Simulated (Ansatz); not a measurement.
**C₂H₆BBrO: up Jacob's ladder to CCSD(T)**

One table from this session's results is given with a row withheld; the runs are named, their logs left out.

Program: Ansatz 0.2.0, Gaussian basis. Level of theory: functionals in def2-TZVPP, the program's frozen cores in correlated methods. These are calculated values, not measurements.

The runs, in order: LDA (SPW92), PBE-D4, revPBE-D4, BLYP-D4, r2SCAN-D4, B97M-V, PBE0-D4, B3LYP-D4, r2SCANh-D4, r2SCAN0-D4, HSE06-D4, BHLYP-D4, CAM-B3LYP-D4, LC-ωPBE, ωB97X-V, ωB97M-V, B2PLYP, PBE-QIDH; CCSD(T)/def2-SVP; CCSD(T)/def2-TZVPP; MP2/def2-QZVPP; extrapolation to the limit; RPA on PBE.

### The geometry

All runs share one geometry, relaxed beforehand with PBE0-D4 in a triple-zeta def2 set.

SMILES `COB(C)Br`, 11 atoms, charge 0, spin multiplicity 1.

Atoms are counted from 1 here; the program's logs count them from 0.

Bond lengths: C1–O2 1.413 Å, C1–H6 1.091 Å, C1–H7 1.091 Å, C1–H8 1.091 Å, O2–B3 1.335 Å, B3–C4 1.558 Å, B3–Br5 1.959 Å, C4–H9 1.091 Å, C4–H10 1.094 Å, C4–H11 1.094 Å. Angles: O2–C1–H6 108.2°, O2–C1–H7 111.7°, O2–C1–H8 108.5°, H6–C1–H7 109.8°, H6–C1–H8 109.0°, H7–C1–H8 109.6°, C1–O2–B3 127.9°, O2–B3–C4 121.0°, O2–B3–Br5 120.7°, C4–B3–Br5 118.3°, B3–C4–H9 111.8°, B3–C4–H10 110.6°, B3–C4–H11 110.4°, H9–C4–H10 109.0°, H9–C4–H11 108.8°, H10–C4–H11 106.0°.

The first run:

The input, in.yaml:

```yaml
crystal:
  periodic: [false, false, false]
  atoms:
    - {symbol: C, position_ang: [-1.617179, 0.834194, 0.726025]}
    - {symbol: O, position_ang: [-0.461292, 0.025144, 0.641464]}
    - {symbol: B, position_ang: [0.386484, -0.088471, -0.384171]}
    - {symbol: C, position_ang: [1.615728, -1.042063, -0.306635]}
    - {symbol: Br, position_ang: [0.111890, 0.940526, -2.028791]}
    - {symbol: H, position_ang: [-1.537085, 1.448704, 1.623715]}
    - {symbol: H, position_ang: [-1.726068, 1.473692, -0.151024]}
    - {symbol: H, position_ang: [-2.489305, 0.184562, 0.816664]}
    - {symbol: H, position_ang: [1.679295, -1.542978, 0.660771]}
    - {symbol: H, position_ang: [2.543318, -0.490552, -0.483749]}
    - {symbol: H, position_ang: [1.559713, -1.799956, -1.093668]}
basis:
  gaussian: {orbitals: def2-TZVPP}
hamiltonian: {xc: lda}
output: {orbitals: {seedname: orbitals}}
```

Steps of the session up to this table: LDA; PBE-D4 (GGA); revPBE-D4 (GGA); BLYP-D4 (GGA); r2SCAN-D4 (meta-GGA); B97M-V (meta-GGA); PBE0-D4 (hybrid); B3LYP-D4 (hybrid); r2SCANh-D4 (hybrid); r2SCAN0-D4 (hybrid); HSE06-D4 (hybrid); BHLYP-D4 (hybrid); CAM-B3LYP-D4 (range-separated); LC-ωPBE-D4 (range-separated; the results give it without D4); ωB97X-V (range-separated); ωB97M-V (range-separated); B2PLYP (double hybrid); PBE-QIDH (double hybrid).

One of the session's tables, all rows but one given; the rest of the session is left out.

It belongs to the step «Orbital energies across the functionals». 

| functional | HOMO (eV) | gap (eV) |
| --- | --- | --- |
| LDA (SPW92) | -6.94 | 5.79 |
| PBE-D4 | -6.78 | 5.88 |
| revPBE-D4 | -6.73 | 5.92 |
| BLYP-D4 | ? | ? |
| r2SCAN-D4 | -7.10 | 6.55 |
| B97M-V | -7.19 | 6.72 |
| PBE0-D4 | -8.09 | 8.17 |
| B3LYP-D4 | -7.82 | 7.69 |
| r2SCANh-D4 | -7.58 | 7.37 |
| r2SCAN0-D4 | -8.30 | 8.59 |
| HSE06-D4 | -7.69 | 7.39 |
| BHLYP-D4 | -9.24 | 10.41 |
| CAM-B3LYP-D4 | -9.43 | 10.65 |
| LC-ωPBE | -10.83 | 13.23 |
| ωB97X-V | -10.47 | 12.77 |
| ωB97M-V | -10.33 | 12.41 |

Estimate the missing values for BLYP-D4.

Worked estimate for «HOMO (eV)». Against the share of exact exchange, B3LYP-D4 (0.2, -7.82), BHLYP-D4 (0.5, -9.24) give a slope of -4.73 per unit share; at 0 the line stands at -6.87.

As computed: HOMO (eV): -6.61; gap (eV): 5.86. In «HOMO (eV)» the line misses by -0.26.
